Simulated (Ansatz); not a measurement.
# C2H2Cl3F3OTi: a ladder of functionals and wavefunction methods

The task here is to estimate one member of a computed series from the others.

Program: Ansatz 0.2.0, Gaussian basis. Level of theory: functionals in def2-TZVPP, the program's frozen cores in correlated methods. These are calculated values, not measurements.

Plan: LDA (SPW92), PBE-D4, revPBE-D4, BLYP-D4, r2SCAN-D4, B97M-V, PBE0-D4, B3LYP-D4, r2SCANh-D4, r2SCAN0-D4, HSE06-D4, BHLYP-D4, CAM-B3LYP-D4, LC-ωPBE, ωB97X-V, ωB97M-V, B2PLYP, PBE-QIDH; CCSD(T)/def2-SVP; CCSD(T)/def2-TZVPP; MP2/def2-QZVPP; extrapolation to the limit; RPA on PBE.

### Structure used throughout

All runs share one geometry, relaxed beforehand with PBE0-D4 in a triple-zeta def2 set.

SMILES `FC(F)(F)C[O][Ti]([Cl])([Cl])[Cl]`, 12 atoms, charge 0, spin multiplicity 1.

Atoms are counted from 1 here; the program's logs count them from 0.

Bond lengths: F1–C2 1.333 Å, C2–F3 1.336 Å, C2–F4 1.333 Å, C2–C5 1.519 Å, C5–O6 1.380 Å, C5–H11 1.094 Å, C5–H12 1.094 Å, O6–Ti7 1.738 Å, Ti7–Cl8 2.181 Å, Ti7–Cl9 2.181 Å, Ti7–Cl10 2.174 Å. Angles: F1–C2–F3 108.2°, F1–C2–F4 107.9°, F1–C2–C5 111.6°, F3–C2–F4 108.2°, F3–C2–C5 109.2°, F4–C2–C5 111.6°, C2–C5–O6 110.7°, C2–C5–H11 108.1°, C2–C5–H12 108.1°, O6–C5–H11 110.3°, O6–C5–H12 110.3°, H11–C5–H12 109.3°, C5–O6–Ti7 172.0°, O6–Ti7–Cl8 108.7°, O6–Ti7–Cl9 108.8°, O6–Ti7–Cl10 109.1°, Cl8–Ti7–Cl9 110.1°, Cl8–Ti7–Cl10 110.0° and more.

Set-up of the first run:

Input file in.yaml:

```yaml
crystal:
  periodic: [false, false, false]
  atoms:
    - {symbol: F, position_ang: [0.190364, -0.730131, -2.055027]}
    - {symbol: C, position_ang: [-0.433609, -1.355174, -1.057261]}
    - {symbol: F, position_ang: [-1.343993, -2.179147, -1.584475]}
    - {symbol: F, position_ang: [0.468371, -2.091012, -0.408588]}
    - {symbol: C, position_ang: [-1.126682, -0.373609, -0.128543]}
    - {symbol: O, position_ang: [-0.211960, 0.492787, 0.434713]}
    - {symbol: Ti, position_ang: [1.110237, 1.445591, 1.037561]}
    - {symbol: Cl, position_ang: [1.234442, 1.178016, 3.198226]}
    - {symbol: Cl, position_ang: [0.738972, 3.541186, 0.560577]}
    - {symbol: Cl, position_ang: [2.954196, 0.780026, 0.097832]}
    - {symbol: H, position_ang: [-1.637229, -0.946341, 0.651300]}
    - {symbol: H, position_ang: [-1.866109, 0.182509, -0.712314]}
basis:
  gaussian: {orbitals: def2-TZVPP}
hamiltonian: {xc: lda}
output: {orbitals: {seedname: orbitals}}
```

Command:

```sh
$ ansatz run in.yaml --threads 4 --pin off --events-out ev --progress --plain --max-ram 46080MiB --backend cuda --devices 0, --max-vram 37GiB
```

Among the steps run: LDA; PBE-D4 (GGA); revPBE-D4 (GGA); BLYP-D4 (GGA); r2SCAN-D4 (meta-GGA); B97M-V (meta-GGA); B3LYP-D4 (hybrid); r2SCANh-D4 (hybrid); r2SCAN0-D4 (hybrid); HSE06-D4 (hybrid); BHLYP-D4 (hybrid); CAM-B3LYP-D4 (range-separated); LC-ωPBE (range-separated); ωB97X-V (range-separated); ωB97M-V (range-separated); B2PLYP (double hybrid); PBE-QIDH (double hybrid).

One table of the session follows, with a row left open; its other results are not shown here.

It belongs to the step «Frontier levels by functional». 

```
  functional  HOMO (eV)  LUMO (eV)  gap (eV)
 LDA (SPW92)          ?          ?         ?
      PBE-D4      -7.91      -4.00      3.90
   revPBE-D4      -7.85      -3.92      3.92
     BLYP-D4      -7.73      -3.88      3.85
   r2SCAN-D4      -8.29      -4.02      4.27
      B97M-V      -8.38      -4.03      4.35
     PBE0-D4      -9.29      -3.21      6.08
    B3LYP-D4      -9.01      -3.43      5.57
  r2SCANh-D4      -8.80      -3.70      5.09
  r2SCAN0-D4      -9.55      -3.20      6.35
    HSE06-D4      -8.89      -3.59      5.31
    BHLYP-D4     -10.53      -2.20      8.33
CAM-B3LYP-D4     -10.61      -2.17      8.44
     LC-ωPBE     -12.01      -1.15     10.86
     ωB97X-V     -11.64      -1.13     10.51
     ωB97M-V     -11.47      -1.09     10.38
```

**Question.** Estimate the row for LDA (SPW92).

The run gave: HOMO (eV): -8.06; LUMO (eV): -4.22; gap (eV): 3.84. In the column «HOMO (eV)» it lies between r2SCAN-D4 (-8.29) and PBE-D4 (-7.91).
